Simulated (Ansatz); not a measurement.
**CH₄Ga (doublet): the correlation ladder at a displaced geometry (v2), cc-pVDZ**

One table from this session's results is given with a row withheld; the runs are named, their logs left out.

The runs use Ansatz 0.2.0, Gaussian basis; cc-pVDZ, core rule «outside noble gas», up to 15 orbitals frozen.

Plan: UHF; CCSD(T) on ROHF; CCSD(T) on UHF; BCCD(T) on ROHF; CISD as a restricted active space (open shells left free, so some higher excitations enter); CCSDT(Q) on ROHF; CCSDT(Q) on UHF; CASSCF and MRCISD+Q, 9 electrons in 9 orbitals; CASSCF and NEVPT2, 9 electrons in 9 orbitals.

20 further runs of the same task are left out: 1 for a known fault of the program, 10 that didn't finish, 9 set aside as unsound or not needed. Runs told in other sessions of the task aren't counted.

**The geometry**

The geometry is a PBE0/def2-TZVP stationary point (not a proven minimum) with its atoms shifted at random (size 0.100 Å). No spin-orbit coupling is included. The filled d shell of Ga may be among the frozen orbitals whatever the setting's name suggests.

6 atoms, charge 0, spin multiplicity 2.

Atoms are counted from 1 here; the program's logs count them from 0.

Bond lengths: C1–Ga2 1.932 Å, C1–H3 1.073 Å, C1–H4 1.166 Å, Ga2–H5 1.527 Å, Ga2–H6 1.691 Å. Angles: Ga2–C1–H3 123.2°, Ga2–C1–H4 122.1°, H3–C1–H4 113.7°, C1–Ga2–H5 124.2°, C1–Ga2–H6 118.8°, H5–Ga2–H6 115.2°.

Set-up of the first run:

in.yaml reads:

```yaml
crystal:
  periodic: [false, false, false]
  atoms:
    - {symbol: C, position_ang: [0.136106, -0.003517, 1.616054]}
    - {symbol: Ga, position_ang: [-0.028768, 0.004857, -0.309204]}
    - {symbol: H, position_ang: [0.047852, 0.881242, 2.216582]}
    - {symbol: H, position_ang: [0.130961, -0.991645, 2.234796]}
    - {symbol: H, position_ang: [0.027902, 1.265694, -1.169275]}
    - {symbol: H, position_ang: [0.161432, -1.449369, -1.150309]}
basis:
  gaussian: {orbitals: cc-pVDZ}
magnetization: {spin_polarized: true, initial_magnetization: 1}
hamiltonian: {xc: hf}
output: {orbitals: {seedname: orbitals}}
```

Started as:

```console
$ ansatz run in.yaml --threads 1 --pin off --events-out ev --progress --plain --max-ram 2393MiB
```

Steps of the session up to this table: UHF; CCSD(T) on ROHF; CCSD(T) on UHF; BCCD(T) on ROHF; CISD as a restricted active space (open shells left free, so some higher excitations enter); CCSDT(Q) on ROHF; CCSDT(Q) on UHF; CASSCF and MRCISD+Q, 9 electrons in 9 orbitals; CASSCF and NEVPT2, 9 electrons in 9 orbitals.

One of the session's tables, all rows but one given; the rest of the session is left out.

It belongs to the step «Misses and costs». 

```
           method  from UCCSDT(Q) (kcal/mol)
             ROHF                    +145.33
              UHF                    +143.11
             RMP2                     +26.58
             UMP2                     +26.73
            RCCSD                          ?
            UCCSD                      +3.74
         RCCSD(T)                      +0.73
         UCCSD(T)                      +0.72
          BCCD(T)                      +0.72
           RCCSDT                      +0.19
           UCCSDT                      +0.17
        RCCSDT(Q)                      +0.02
        UCCSDT(Q)                          0
  CASSCF frontier                     +97.69
  MRCISD frontier                      +6.49
MRCISD+Q frontier                      -0.08
```

Q: Estimate the row for RCCSD from the others.

The run gave: from UCCSDT(Q) (kcal/mol): +3.79. In the column «from UCCSDT(Q) (kcal/mol)» it lies between UCCSD (+3.74) and MRCISD frontier (+6.49).

Not comparable, so not listed: CISD as a restricted active space (open shells left free, so some higher excitations enter); CASSCF and NEVPT2, 9 electrons in 9 orbitals (they don't share determinant, frozen orbitals or solution with the rows shown, or repeat one).

Caveats from the session: Restricted and unrestricted rows rest on different reference determinants; a gap between their highest levels can come from leftover correlation error, from unlike frozen cores or from another state. Warnings in the runs' records: passed over end.
